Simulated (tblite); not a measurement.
# C6H16B2: the cost of one run

Programs: tblite 0.8.0 and PySCF 2.14.0, with density-fitted response routines of our own. Each step states its level of theory. These are calculated values for one molecule in the gas phase, unless marked as measured. Atoms count from 0, in the outputs and in this text.

**1. The starting structure**

24 atoms, charge 0, multiplicity 1; geometry from: force field or distance geometry start.

Bonds of the start (Å): B0–C1 1.58, C1–C2 1.51, C1–C3 1.53, C3–B4 1.57, B4–C5 1.58, C5–C6 1.52, C6–C7 1.52, B0–H8 1.19, B0–H9 1.21, C1–H10 1.09, C2–H11 1.10, C2–H12 1.10, C2–H13 1.11, C3–H14 1.12, C3–H15 1.11, B4–H16 1.18, C5–H17 1.12, C5–H18 1.09, C6–H19 1.12, C6–H20 1.10, C7–H21 1.11, C7–H22 1.11, C7–H23 1.11.

**2. Geometry optimisation with GFN2-xTB**

What the job is given:

```
{"job": {"kind": "relax", "xc": "GFN2-xTB", "basis": "xTB"}, "charge": 0, "multiplicity": 1}
B     -3.449400    -1.077200     0.481900
C     -2.288400    -0.402900    -0.359900
C     -2.212600     1.075700    -0.056000
C     -0.942400    -0.984700     0.072300
B      0.133900    -0.254600    -0.806800
C      1.279200     0.648000    -0.196300
C      2.558500    -0.150700    -0.342900
C      3.770700     0.578100     0.215200
H     -3.365900    -2.217900     0.822800
H     -4.554000    -0.670400     0.222900
H     -2.401300    -0.593300    -1.428100
H     -1.232700     1.302800     0.379700
H     -2.344600     1.609500    -1.008100
H     -3.004100     1.319300     0.678900
H     -0.774400    -0.801700     1.159600
H     -0.975100    -2.069000    -0.165300
H      0.128600    -0.388800    -1.980200
H      1.065000     0.817300     0.886600
H      1.297600     1.607900    -0.707000
H      2.401500    -1.121900     0.195000
H      2.763600    -0.392400    -1.393400
H      4.484300     0.694200    -0.624500
H      3.450000     1.559500     0.624000
H      4.200300    -0.066900     1.004000
```

Run with:

```console
$ OMP_NUM_THREADS=1 python probes_run.py task.json out
```

This one command runs all jobs of the session in turn.

Q: Estimate the wall time and peak memory of this first job on 1 thread of Arm Neoverse V1, shared host.

About 2.2 s, with a peak of 0.19 GiB.
